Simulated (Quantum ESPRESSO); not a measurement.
Input of a Quantum ESPRESSO 7.5 run:

File pw.in:

```
&CONTROL
  calculation = 'scf'
  prefix = 'pwscf'
  outdir = './tmp'
  pseudo_dir = './pseudo'
  tprnfor = .true.
  tstress = .true.
  disk_io = 'low'
/
&SYSTEM
  ibrav = 0
  A = 6.44805583
  nat = 6
  ntyp = 2
  ecutwfc = 82
  nbnd = 55
  input_dft = 'vdw-df-obk8'
  occupations = 'smearing'
  smearing = 'fd'
  degauss = 0.00999582
/
&ELECTRONS
  conv_thr = 1.2d-09
  electron_maxstep = 120
  mixing_beta = 0.5
/
ATOMIC_SPECIES
Te   127.6000 Te.upf
P     30.9738 P.upf
CELL_PARAMETERS alat
   0.0000000000    0.7071067807    0.7071067807
   0.7071067807    0.0000000000    0.7071067807
   0.7071067807    0.7071067807    0.0000000000
ATOMIC_POSITIONS alat
Te     1.0606601711    1.0606601711    1.0606601711
Te     0.8826260067    0.8826260067    0.5315875477
Te     0.8826260067    0.5315875477    0.8826260067
Te     0.5315875477    0.5315875477    0.5315875477
Te     0.5315875477    0.8826260067    0.8826260067
P      0.0000000000    0.0000000000    0.0000000000
K_POINTS automatic
5 5 5 0 0 0
```

pp_density.in

```
&INPUTPP
  prefix = 'pwscf'
  outdir = './tmp'
  filplot = 'density.dat'
  plot_num = 0
/
&PLOT
  nfile = 1
  filepp(1) = 'density.dat'
  iflag = 3
  output_format = 6
  fileout = 'density.cube'
/
```

File pp_potential.in:

```
&INPUTPP
  prefix = 'pwscf'
  outdir = './tmp'
  filplot = 'potential.dat'
  plot_num = 11
/
&PLOT
  nfile = 1
  filepp(1) = 'potential.dat'
  iflag = 3
  output_format = 6
  fileout = 'potential.cube'
/
```

File pp_elf.in:

```
&INPUTPP
  prefix = 'pwscf'
  outdir = './tmp'
  filplot = 'elf.dat'
  plot_num = 8
/
&PLOT
  nfile = 1
  filepp(1) = 'elf.dat'
  iflag = 3
  output_format = 6
  fileout = 'elf.cube'
/
```

pp_potential_ks.in

```
&INPUTPP
  prefix = 'pwscf'
  outdir = './tmp'
  filplot = 'potential_ks.dat'
  plot_num = 1
/
&PLOT
  nfile = 1
  filepp(1) = 'potential_ks.dat'
  iflag = 3
  output_format = 6
  fileout = 'potential_ks.cube'
/
```

Potentials or basis: Ansatz NC SR PBE.

The run is started by

```sh
$ OMP_NUM_THREADS=1 pw.x -in pw.in > pw.out
$ OMP_NUM_THREADS=1 pp.x -in pp_density.in > pp_density.out
$ OMP_NUM_THREADS=1 pp.x -in pp_potential.in > pp_potential.out
$ OMP_NUM_THREADS=1 pp.x -in pp_elf.in > pp_elf.out
$ OMP_NUM_THREADS=1 pp.x -in pp_potential_ks.in > pp_potential_ks.out
```

Question: What does it give for the largest force?

Answer: 0.082 eV/Å.

Question: Predict the band gap on the k mesh.

Answer: None (metal or under the smearing width).

Question: Predict the pressure.

Answer: -2.5 GPa.

Forces on the atoms (eV/Å):
```
Te   0.000  0.000  0.000
Te   0.048  0.048 -0.048
Te   0.048 -0.048  0.048
Te  -0.048 -0.048 -0.048
Te  -0.048  0.048  0.048
P    0.000  0.000  0.000
```

Caveat: the potentials were made for another functional, which shifts forces and pressure. Spin-orbit coupling is left out, which matters for the levels of Te.
